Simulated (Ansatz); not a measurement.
# SnBrCl: small, medium and large basis sets

An exercise on one series of results from a longer session: the logs are not shown, and one member is left open.

Program: Ansatz 0.2.0, Gaussian basis. Level of theory: one geometry, several basis sets. These are calculated values, not measurements.

The runs, in order: PBE0-D4/def2-SVP; ωB97M-V/def2-SVP; PBE0-D4/def2-QZVPP; ωB97M-V/def2-QZVPP; the functionals' def2-TZVPP values are taken from earlier runs.

**The geometry**

The geometry comes from an earlier relaxation with PBE0-D4 in a triple-zeta def2 set; it is a stationary point. Sn takes the def2 core potential; no spin-orbit term is included.

SMILES `[Cl][Sn][Br]`, 3 atoms, charge 0, spin multiplicity 1.

Atoms are counted from 1 here; the program's logs count them from 0.

Bond lengths: Cl1–Sn2 2.363 Å, Sn2–Br3 2.518 Å. Angles: Cl1–Sn2–Br3 98.8°.

As a file:

```xyz
3
charge 0, multiplicity 1
Cl    0.5805    1.7108    0.4952
Sn   -0.9270    0.1769   -0.4848
Br    0.3355   -1.9525   -0.0236
```

The first run:

Input file in.yaml:

```yaml
crystal:
  periodic: [false, false, false]
  atoms:
    - {symbol: Cl, position_ang: [0.580523, 1.710844, 0.495184]}
    - {symbol: Sn, position_ang: [-0.926950, 0.176870, -0.484822]}
    - {symbol: Br, position_ang: [0.335528, -1.952514, -0.023563]}
basis:
  gaussian: {orbitals: def2-SVP}
hamiltonian: {xc: pbe0, dispersion: d4}
output: {orbitals: {seedname: orbitals}}
```

The run is started by

```bash
$ ansatz run in.yaml --threads 4 --pin off --events-out ev --progress --plain --max-ram 10444MiB
```

Steps of the session up to this table: PBE0-D4 in def2-SVP; ωB97M-V in def2-SVP; PBE0-D4 in def2-QZVPP; ωB97M-V in def2-QZVPP.

One of the session's tables, all rows but one given; the rest of the session is left out.

It belongs to the step «Density functionals: the series». 

```
functional       basis  HOMO (eV)  LUMO (eV)
   PBE0-D4    def2-SVP          ?          ?
   PBE0-D4  def2-TZVPP      -7.86      -3.17
   PBE0-D4  def2-QZVPP      -7.88      -3.19
   ωB97M-V    def2-SVP      -9.66      -1.27
   ωB97M-V  def2-TZVPP      -9.86      -1.42
   ωB97M-V  def2-QZVPP      -9.88      -1.45
```

**Question.** Estimate the row for PBE0-D4, def2-SVP.

As computed: HOMO (eV): -7.71; LUMO (eV): -3.07. In the column «HOMO (eV)» it is the highest.
